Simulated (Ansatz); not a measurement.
# Cu: an axial (c/a) deformation path

Aim: for Cu, follow an axial (c/a) deformation at fixed volume.

Computed with Ansatz 0.2.0 (DFT PBEsol, scalar-relativistic, plane waves, PAW, unless a step's input says otherwise).

1 further run of the same task is left out (set aside as unsound or not needed).

### 1 The structure to begin with

The structure is orthorhombic, space group Cmcm (No. 63). Conventional cell: a = 2.437 Å, b = 7.953 Å, c = 2.475 Å, α = 90.00°, β = 90.00°, γ = 90.00°. Around Cu (site symmetry m2m) lie 10 Cu at 2.44 to 2.54 Å.

As a file:

```cif
data_structure
_symmetry_space_group_name_H-M 'P 1'
_symmetry_Int_Tables_number 1
_cell_length_a 4.1589
_cell_length_b 4.1589
_cell_length_c 2.4755
_cell_angle_alpha 90.000
_cell_angle_beta 90.000
_cell_angle_gamma 145.927
_cell_volume 23.99
loop_
_atom_site_label
_atom_site_type_symbol
_atom_site_fract_x
_atom_site_fract_y
_atom_site_fract_z
_atom_site_occupancy
Cu1 Cu 0.13387 0.86613 0.25000 1
Cu2 Cu 0.86613 0.13387 0.75000 1
```

It goes back to an entry of the Materials Project, which need not be the stable form.

No relaxation comes first: the listed cell is the starting point.

### 2 The reference cell

Reference values: F = -13177.2274 eV; pressure -1.51 GPa; largest force 0.009 eV/Å; gap on the mesh none (metal). It was computed beforehand with the settings of the runs below.

### 3 Setting up an axial (c/a) deformation path

At fixed volume and fractional coordinates, lengths along (0.000, 0.000, 1.000) are scaled against those across it; ρ is that ratio over its starting value.

### 4 At ρ = 0.850

File input.yaml:

```yaml
crystal:
  lattice:
    - [1.2862921421, -4.1977318085, 0.0]
    - [1.2862921421, 4.1977318085, 0.0]
    - [0.0, 0.0, 2.2213044968]
  atoms:
    - { symbol: Cu, position: [0.13386665, 0.86613335, 0.25] }
    - { symbol: Cu, position: [0.86613335, 0.13386665, 0.75] }
basis:
  ecutwfc: 420
kpoints:
  mp_grid: { grid: [22, 22, 22] }
hamiltonian:
  xc: pbesol
scf:
  occupations: { method: gaussian, width: 0.15 }
output:
  forces: true
  stress: true
  eigenvalues: true
```

The run is started by

```
$ ansatz run input.yaml --threads 1 --pin off --max-ram 2560MiB --backend cpu --events-out ev --progress --plain --runs-dir out
```

Output (excerpt; [...] marks lines left out):

```text
Warning: RAYON_NUM_THREADS=1 ignored (pool sized by the plan → 1); use --threads N
[...]
Pseudopotentials: kind: paw
Pseudopotential: Cu, paw, valence charge 19, recommended cutoff 420 eV (normal), Cu.paw.azcp
Functional definition: PBEsol
[...]
Crystal: 2 atoms, lattice volume = 23.988 Å³
Basis set: ecut = 420 eV, 477 PW (Γ), exchange–correlation on 60×60×30 points (8 copies of the dense FFT grid, shifted against one another)
Bands: 23, of which v1, the nominal top of the filled ones, is band 19 counted from 1 (18 counted from 0)
Symmetry: 8 space group operations
Space group: Cmcm (ITA 63), of the structure as read, at distance tolerance 2.9e-5 Å
k-points: 1596 of 10648
[...]
SCF iter   1: F=—  HF=-13176.902094 eV  |F-HF|=—  |Δ(HF+E_count)|=         —  Δρ=2.15e-2  dr2=5.85e-2  ethr=1.77e-3  ⟨swp⟩=4.7  Hψ=133132  notcnv=0
[...]
SCF iter   7: F=-13176.888760 eV  HF=-13176.888760 eV  |F-HF|=1.82e-11  |Δ(HF+E_count)|=   1.92e-9  Δρ=4.44e-7  dr2=2.81e-11  ethr=1.35e-11  ⟨swp⟩=2.0  Hψ=109073  notcnv=0
[...]
SCF converged after 7 iterations
Free energy (F): -13176.888760 eV
[...]
E sigma→0 (E₀):  -13176.885509 eV
Entropy (-TS):   -0.006501 eV (-3.251 meV/atom)
Fermi energy:    16.273389 eV
[...]
--- Forces (eV/Å), atoms counted from 1 ---
  atom   1  Cu    -0.00000000    -0.07212484    -0.00000000
  atom   2  Cu     0.00000000     0.07212484     0.00000000
[...]
--- Stress (GPa, compression-positive) ---
      -13.910555      -0.000000       0.000000
       -0.000000      -7.044806       0.000000
        0.000000       0.000000      36.672879
  P = ⅓ Tr σ = 5.2392 GPa (52.392 kbar)
--- Band table (eV; the first three rows and the last of 1596) ---
  k-point 0: bands = ["-96.0565", "-96.0425", "-53.6137", "-53.5295", "-53.5092", "-53.5044", "-53.4819", "-53.4694", "6.9040", "10.8999", "12.0282", "12.2025", "12.9929", "13.7110", "13.9131", "14.0935", "14.6385", "14.7335", "14.8859", "15.3271", "19.8887", "31.5655", "32.5186"]
[...]
```

It took 61 s on 1 thread of Intel Xeon Platinum 8259CL at 2.50GHz (Skylake/Cascade Lake), shared host; peak memory 0.98 GiB.

### 5 ρ = 1.200

Changes to input.yaml since step 4:

```diff
@@ -2,5 +2,5 @@
   lattice:
-    - [1.2862921421, -4.1977318085, 0.0]
-    - [1.2862921421, 4.1977318085, 0.0]
-    - [0.0, 0.0, 2.2213044968]
+    - [1.1466182322, -3.7419149722, 0.0]
+    - [1.1466182322, 3.7419149722, 0.0]
+    - [0.0, 0.0, 2.7954365723]
   atoms:
```

The run is started by

```
$ ansatz run input.yaml --threads 1 --pin off --max-ram 2560MiB --backend cpu --events-out ev --progress --plain --runs-dir out
```

Output (excerpt; [...] marks lines left out):

```text
[...]
SCF converged after 6 iterations
Free energy (F): -13176.998613 eV
[...]
E sigma→0 (E₀):  -13176.995216 eV
Entropy (-TS):   -0.006795 eV (-3.397 meV/atom)
Fermi energy:    16.221112 eV
[...]
--- Forces (eV/Å), atoms counted from 1 ---
  atom   1  Cu     0.00000000     0.02670587     0.00000000
  atom   2  Cu     0.00000000    -0.02670587     0.00000000
[...]
--- Stress (GPa, compression-positive) ---
       20.137049       0.000000       0.000000
        0.000000      -0.593459       0.000000
        0.000000       0.000000     -11.847271
  P = ⅓ Tr σ = 2.5654 GPa (25.654 kbar)
--- Band table (eV; the first three rows and the last of 1596) ---
  k-point 0: bands = ["-96.0180", "-95.9969", "-53.5936", "-53.5156", "-53.4807", "-53.4698", "-53.4681", "-53.4545", "6.9327", "11.3828", "11.8135", "12.3320", "12.6027", "14.1409", "14.2094", "14.4241", "14.4248", "14.6032", "14.9242", "17.1943", "22.4567", "25.4789", "31.3996"]
[...]
```

Wall time 50 s (1 thread of Intel Xeon Platinum 8259CL at 2.50GHz (Skylake/Cascade Lake), shared host); peak memory 0.97 GiB.

### 6 At ρ = 0.920

Changes to input.yaml since step 5:

```diff
@@ -2,5 +2,5 @@
   lattice:
-    - [1.1466182322, -3.7419149722, 0.0]
-    - [1.1466182322, 3.7419149722, 0.0]
-    - [0.0, 0.0, 2.7954365723]
+    - [1.2528045328, -4.0884471456, 0.0]
+    - [1.2528045328, 4.0884471456, 0.0]
+    - [0.0, 0.0, 2.3416430667]
   atoms:
```

The run is started by

```
$ ansatz run input.yaml --threads 1 --pin off --max-ram 2560MiB --backend cpu --events-out ev --progress --plain --runs-dir out
```

Output (excerpt; [...] marks lines left out):

```text
Warning: RAYON_NUM_THREADS=1 ignored (pool sized by the plan → 1); use --threads N
[...]
[... 3 set-up lines as earlier in the session ...]
[...]
Crystal: 2 atoms, lattice volume = 23.988 Å³
Basis set: ecut = 420 eV, 459 PW (Γ), exchange–correlation on 60×60×32 points (8 copies of the dense FFT grid, shifted against one another)
Bands: 23, of which v1, the nominal top of the filled ones, is band 19 counted from 1 (18 counted from 0)
[... 2 set-up lines as earlier in the session ...]
k-points: 1596 of 10648
[...]
SCF iter   1: F=—  HF=-13177.162743 eV  |F-HF|=—  |Δ(HF+E_count)|=         —  Δρ=2.18e-2  dr2=6.01e-2  ethr=1.77e-3  ⟨swp⟩=4.8  Hψ=133790  notcnv=0
[...]
SCF iter   6: F=-13177.149135 eV  HF=-13177.149135 eV  |F-HF|=5.25e-8  |Δ(HF+E_count)|=   8.08e-7  Δρ=1.28e-5  dr2=1.60e-8  ethr=2.63e-10  ⟨swp⟩=6.2  Hψ=175304  notcnv=0
[...]
SCF converged after 6 iterations
Free energy (F): -13177.149135 eV
[...]
E sigma→0 (E₀):  -13177.145966 eV
Entropy (-TS):   -0.006337 eV (-3.168 meV/atom)
Fermi energy:    16.238390 eV
[...]
--- Forces (eV/Å), atoms counted from 1 ---
  atom   1  Cu    -0.00000000    -0.03698394    -0.00000000
  atom   2  Cu     0.00000000     0.03698394     0.00000000
[...]
--- Stress (GPa, compression-positive) ---
       -8.731421      -0.000000       0.000000
       -0.000000      -4.190534       0.000000
        0.000000       0.000000      13.692091
  P = ⅓ Tr σ = 0.2567 GPa (2.567 kbar)
--- Band table (eV; the first three rows and the last of 1596) ---
  k-point 0: bands = ["-96.0289", "-96.0128", "-53.6068", "-53.5217", "-53.4937", "-53.4883", "-53.4695", "-53.4563", "6.9085", "11.1246", "12.0615", "12.4622", "13.2065", "13.5850", "13.8316", "14.1835", "14.5342", "14.6521", "14.8512", "15.6950", "20.4305", "32.9737", "33.8469"]
[...]
```

Wall time 50 s (1 thread of Intel Xeon Platinum 8259CL at 2.50GHz (Skylake/Cascade Lake), shared host); peak memory 0.98 GiB.

### 7 ρ = 1.100

Changes to input.yaml since step 6:

```diff
@@ -2,5 +2,5 @@
   lattice:
-    - [1.2528045328, -4.0884471456, 0.0]
-    - [1.2528045328, 4.0884471456, 0.0]
-    - [0.0, 0.0, 2.3416430667]
+    - [1.180361485, -3.852033911, 0.0]
+    - [1.180361485, 3.852033911, 0.0]
+    - [0.0, 0.0, 2.6378935669]
   atoms:
@@ -20 +20,5 @@
   eigenvalues: true
+  write_density: true
+  write_potential: true
+  elf: true
+  volumetric_format: npy
```

The run is started by

```
$ ansatz run input.yaml --threads 1 --pin off --max-ram 2560MiB --backend cpu --events-out ev --progress --plain --runs-dir out
```

Output (excerpt; [...] marks lines left out):

```text
[...]
SCF converged after 7 iterations
Free energy (F): -13177.155227 eV
[...]
E sigma→0 (E₀):  -13177.151795 eV
Entropy (-TS):   -0.006863 eV (-3.431 meV/atom)
Fermi energy:    16.214980 eV
[...]
--- Forces (eV/Å), atoms counted from 1 ---
  atom   1  Cu     0.00000000     0.01760002     0.00000000
  atom   2  Cu     0.00000000    -0.01760002     0.00000000
[...]
--- Stress (GPa, compression-positive) ---
        9.022138       0.000000       0.000000
        0.000000      -0.377169       0.000000
        0.000000       0.000000      -9.865761
  P = ⅓ Tr σ = -0.4069 GPa (-4.069 kbar)
--- Band table (eV; the first three rows and the last of 1596) ---
  k-point 0: bands = ["-96.0068", "-95.9866", "-53.5938", "-53.5085", "-53.4666", "-53.4662", "-53.4587", "-53.4528", "6.9247", "11.3569", "11.9586", "12.4713", "12.8951", "13.8743", "14.0893", "14.3524", "14.4269", "14.5911", "14.8888", "16.6571", "21.7571", "27.9052", "33.5349"]
[...]
```

It took 82 s on 1 thread of Intel Xeon Platinum 8259CL at 2.50GHz (Skylake/Cascade Lake), shared host; peak memory 0.94 GiB.

Axes a, b and c in the maps are those of this run's conventional cell (a, b, c = 2.361, 7.704, 2.638 Å).

Density in a lattice plane of the grid's cell (edges 7.70 and 2.64 Å, at 0.000 of the third edge), which holds Cu.

Ten even steps from ' ' (0.13 e/Å³) to '@' (40.82 e/Å³):
```
    --@@++                                      
    --@@++                                      
                                                
                                        ++@@--  
                                        ++@@--  
                                                
```
Columns run along the first of these edges and rows up along the second, over one cell in 24 and 6 even steps from the bottom left corner. Atoms in the plane (fractional): Cu at (0.87, 0.25), Cu at (0.13, 0.75).

ELF in the same plane.

Ten even steps from ' ' (0.17) to '@' (0.79):
```
    ==@@##..    ..              ....::..      ..
    ==@@##..    ..              ....::..      ..
              ......          ......            
  ..      ..::....              ..    ..##@@==  
  ..      ..::....              ..    ..##@@==  
              ......          ......            
```
Columns run along the first of these edges and rows up along the second, over one cell in 24 and 6 even steps from the bottom left corner. Atoms in the plane (fractional): Cu at (0.87, 0.25), Cu at (0.13, 0.75).

Both are smooth fields of the valence electrons: close to the nuclei they are not physical.

### 8 At ρ = 0.960

File input.yaml:

```yaml
crystal:
  lattice:
    - [1.2351570478, -4.0308557117, 0.0]
    - [1.2351570478, 4.0308557117, 0.0]
    - [0.0, 0.0, 2.4090342101]
  atoms:
    - { symbol: Cu, position: [0.13386665, 0.86613335, 0.25] }
    - { symbol: Cu, position: [0.86613335, 0.13386665, 0.75] }
basis:
  ecutwfc: 420
kpoints:
  mp_grid: { grid: [22, 22, 22] }
hamiltonian:
  xc: pbesol
scf:
  occupations: { method: gaussian, width: 0.15 }
output:
  forces: true
  stress: true
  eigenvalues: true
```

The run is started by

```
$ ansatz run input.yaml --threads 1 --pin off --max-ram 2560MiB --backend cpu --events-out ev --progress --plain --runs-dir out
```

Output (excerpt; [...] marks lines left out):

```text
Warning: RAYON_NUM_THREADS=1 ignored (pool sized by the plan → 1); use --threads N
[...]
[... 3 set-up lines as earlier in the session ...]
[...]
Crystal: 2 atoms, lattice volume = 23.988 Å³
Basis set: ecut = 420 eV, 449 PW (Γ), exchange–correlation on 60×60×36 points (8 copies of the dense FFT grid, shifted against one another)
Bands: 23, of which v1, the nominal top of the filled ones, is band 19 counted from 1 (18 counted from 0)
[... 2 set-up lines as earlier in the session ...]
k-points: 1596 of 10648
[...]
SCF iter   1: F=—  HF=-13177.223448 eV  |F-HF|=—  |Δ(HF+E_count)|=         —  Δρ=2.17e-2  dr2=5.94e-2  ethr=1.77e-3  ⟨swp⟩=4.8  Hψ=133773  notcnv=0
[...]
SCF iter   6: F=-13177.209944 eV  HF=-13177.209944 eV  |F-HF|=5.30e-8  |Δ(HF+E_count)|=   7.49e-7  Δρ=1.29e-5  dr2=1.59e-8  ethr=2.63e-10  ⟨swp⟩=6.0  Hψ=169892  notcnv=0
[...]
SCF converged after 6 iterations
Free energy (F): -13177.209944 eV
[...]
E sigma→0 (E₀):  -13177.206881 eV
Entropy (-TS):   -0.006126 eV (-3.063 meV/atom)
Fermi energy:    16.232304 eV
[...]
--- Forces (eV/Å), atoms counted from 1 ---
  atom   1  Cu     0.00000000    -0.02110294     0.00000000
  atom   2  Cu     0.00000000     0.02110294     0.00000000
[...]
--- Stress (GPa, compression-positive) ---
       -5.166931       0.000000       0.000000
        0.000000      -2.802778       0.000000
        0.000000       0.000000       4.843189
  P = ⅓ Tr σ = -1.0422 GPa (-10.422 kbar)
--- Band table (eV; the first three rows and the last of 1596) ---
  k-point 0: bands = ["-96.0197", "-96.0025", "-53.6041", "-53.5187", "-53.4860", "-53.4818", "-53.4656", "-53.4520", "6.9118", "11.2083", "12.0606", "12.5182", "13.3592", "13.4120", "13.8941", "14.2271", "14.4930", "14.6230", "14.8477", "15.9074", "20.7323", "32.3075", "33.7606"]
[...]
```

Wall time 63 s (1 thread of Intel Xeon Platinum 8259CL at 2.50GHz (Skylake/Cascade Lake), shared host); peak memory 0.98 GiB.

### 9 ρ = 1.050

Changes to input.yaml since step 8:

```diff
@@ -2,5 +2,5 @@
   lattice:
-    - [1.2351570478, -4.0308557117, 0.0]
-    - [1.2351570478, 4.0308557117, 0.0]
-    - [0.0, 0.0, 2.4090342101]
+    - [1.1988076126, -3.9122316641, 0.0]
+    - [1.1988076126, 3.9122316641, 0.0]
+    - [0.0, 0.0, 2.5573392528]
   atoms:
```

The run is started by

```
$ ansatz run input.yaml --threads 1 --pin off --max-ram 2560MiB --backend cpu --events-out ev --progress --plain --runs-dir out
```

Output (excerpt; [...] marks lines left out):

```text
[...]
SCF converged after 7 iterations
Free energy (F): -13177.207517 eV
[...]
E sigma→0 (E₀):  -13177.204277 eV
Entropy (-TS):   -0.006480 eV (-3.240 meV/atom)
Fermi energy:    16.214310 eV
[...]
--- Forces (eV/Å), atoms counted from 1 ---
  atom   1  Cu     0.00000000     0.00500676     0.00000000
  atom   2  Cu     0.00000000    -0.00500676     0.00000000
[...]
--- Stress (GPa, compression-positive) ---
        3.651408       0.000000       0.000000
        0.000000      -0.850195       0.000000
        0.000000       0.000000      -6.616994
  P = ⅓ Tr σ = -1.2719 GPa (-12.719 kbar)
--- Band table (eV; the first three rows and the last of 1596) ---
  k-point 0: bands = ["-96.0061", "-95.9867", "-53.5951", "-53.5075", "-53.4683", "-53.4638", "-53.4628", "-53.4492", "6.9202", "11.3248", "12.0121", "12.5161", "13.0667", "13.7077", "14.0241", "14.3123", "14.4410", "14.5948", "14.8714", "16.3886", "21.3973", "29.3232", "34.6915"]
[...]
```

Wall time 61 s (1 thread of Intel Xeon Platinum 8259CL at 2.50GHz (Skylake/Cascade Lake), shared host); peak memory 0.95 GiB.

### 10 At ρ = 0.800

Changes to input.yaml since step 9:

```diff
@@ -2,5 +2,5 @@
   lattice:
-    - [1.1988076126, -3.9122316641, 0.0]
-    - [1.1988076126, 3.9122316641, 0.0]
-    - [0.0, 0.0, 2.5573392528]
+    - [1.3125502211, -4.2834233631, 0.0]
+    - [1.3125502211, 4.2834233631, 0.0]
+    - [0.0, 0.0, 2.1333173723]
   atoms:
```

The run is started by

```
$ ansatz run input.yaml --threads 1 --pin off --max-ram 2560MiB --backend cpu --events-out ev --progress --plain --runs-dir out
```

Output (excerpt; [...] marks lines left out):

```text
[...]
SCF converged after 7 iterations
Free energy (F): -13176.523403 eV
[...]
E sigma→0 (E₀):  -13176.520450 eV
Entropy (-TS):   -0.005906 eV (-2.953 meV/atom)
Fermi energy:    16.301207 eV
[...]
--- Forces (eV/Å), atoms counted from 1 ---
  atom   1  Cu     0.00000000    -0.09609155     0.00000000
  atom   2  Cu     0.00000000     0.09609155     0.00000000
[...]
--- Stress (GPa, compression-positive) ---
      -16.839898       0.000000       0.000000
        0.000000      -9.476264       0.000000
        0.000000       0.000000      61.634438
  P = ⅓ Tr σ = 11.7728 GPa (117.728 kbar)
--- Band table (eV; the first three rows and the last of 1596) ---
  k-point 0: bands = ["-96.0890", "-96.0768", "-53.6230", "-53.5292", "-53.5221", "-53.5138", "-53.4996", "-53.4878", "6.9030", "10.6598", "11.8698", "11.9752", "12.8858", "13.6095", "14.0108", "14.1713", "14.7464", "14.8246", "14.9450", "15.0674", "19.4853", "30.5333", "31.5103"]
[...]
```

It took 57 s on 1 thread of Intel Xeon Platinum 8259CL at 2.50GHz (Skylake/Cascade Lake), shared host; peak memory 0.97 GiB.

### 11 At ρ = 1.300

Changes to input.yaml since step 10:

```diff
@@ -2,5 +2,5 @@
   lattice:
-    - [1.3125502211, -4.2834233631, 0.0]
-    - [1.3125502211, 4.2834233631, 0.0]
-    - [0.0, 0.0, 2.1333173723]
+    - [1.1164299391, -3.6433974164, 0.0]
+    - [1.1164299391, 3.6433974164, 0.0]
+    - [0.0, 0.0, 2.9486578394]
   atoms:
```

The run is started by

```
$ ansatz run input.yaml --threads 1 --pin off --max-ram 2560MiB --backend cpu --events-out ev --progress --plain --runs-dir out
```

Output (excerpt; [...] marks lines left out):

```text
Warning: RAYON_NUM_THREADS=1 ignored (pool sized by the plan → 1); use --threads N
[...]
[... 3 set-up lines as earlier in the session ...]
[...]
Crystal: 2 atoms, lattice volume = 23.988 Å³
Basis set: ecut = 420 eV, 463 PW (Γ), exchange–correlation on 54×54×40 points (8 copies of the dense FFT grid, shifted against one another)
Bands: 23, of which v1, the nominal top of the filled ones, is band 19 counted from 1 (18 counted from 0)
[... 2 set-up lines as earlier in the session ...]
k-points: 1596 of 10648
[...]
SCF iter   1: F=—  HF=-13176.818485 eV  |F-HF|=—  |Δ(HF+E_count)|=         —  Δρ=1.98e-2  dr2=4.82e-2  ethr=1.77e-3  ⟨swp⟩=5.0  Hψ=134228  notcnv=0
[...]
SCF iter   6: F=-13176.807409 eV  HF=-13176.807409 eV  |F-HF|=6.24e-8  |Δ(HF+E_count)|=   1.79e-7  Δρ=1.63e-5  dr2=9.23e-8  ethr=2.63e-10  ⟨swp⟩=3.5  Hψ=152418  notcnv=0
the search or the solves at the SCF's close seem to have found levels that the self-consistency loop had missed (the run counts 1). By its estimate they hold under 1e-12 electrons; where the run keeps them, the occupations were computed again with them
[...]
SCF converged after 6 iterations
Free energy (F): -13176.807409 eV
[...]
E sigma→0 (E₀):  -13176.804226 eV
Entropy (-TS):   -0.006367 eV (-3.183 meV/atom)
Fermi energy:    16.226871 eV
[...]
--- Forces (eV/Å), atoms counted from 1 ---
  atom   1  Cu     0.00000000     0.02711797     0.00000000
  atom   2  Cu     0.00000000    -0.02711797    -0.00000000
[...]
--- Stress (GPa, compression-positive) ---
       32.427137      -0.000000       0.000000
       -0.000000      -2.107577       0.000000
        0.000000       0.000000     -11.336814
  P = ⅓ Tr σ = 6.3276 GPa (63.276 kbar)
--- Band table (eV; the first three rows and the last of 1596) ---
[... band rows left out ...]
[...]
```

Run time: 83 s. Hardware: 1 thread of Intel Xeon Platinum 8259CL at 2.50GHz (Skylake/Cascade Lake), shared host; peak memory 0.99 GiB.

### 12 Results of the scan

All points in order; energies are free energies above the reference cell:

```csv
ρ,ΔE (meV/atom),pressure (GPa),space group
0.800,352.0,11.8,Cmcm
0.850,169.3,5.2,Cmcm
0.920,39.1,0.3,Cmcm
0.960,8.7,-1.0,Cmcm
1.000,0.0,-1.5,Cmcm
1.050,9.9,-1.3,Cmcm
1.100,36.1,-0.4,Cmcm
1.200,114.4,2.6,Cmcm
1.300,210.0,6.3,Cmcm
```

### 13 Results

```
     quantity                        value
highest point  352.0 meV/atom at ρ = 0.800
```

The undisturbed cell stays the lowest of the sampled points. No further minimum shows among the sampled points.
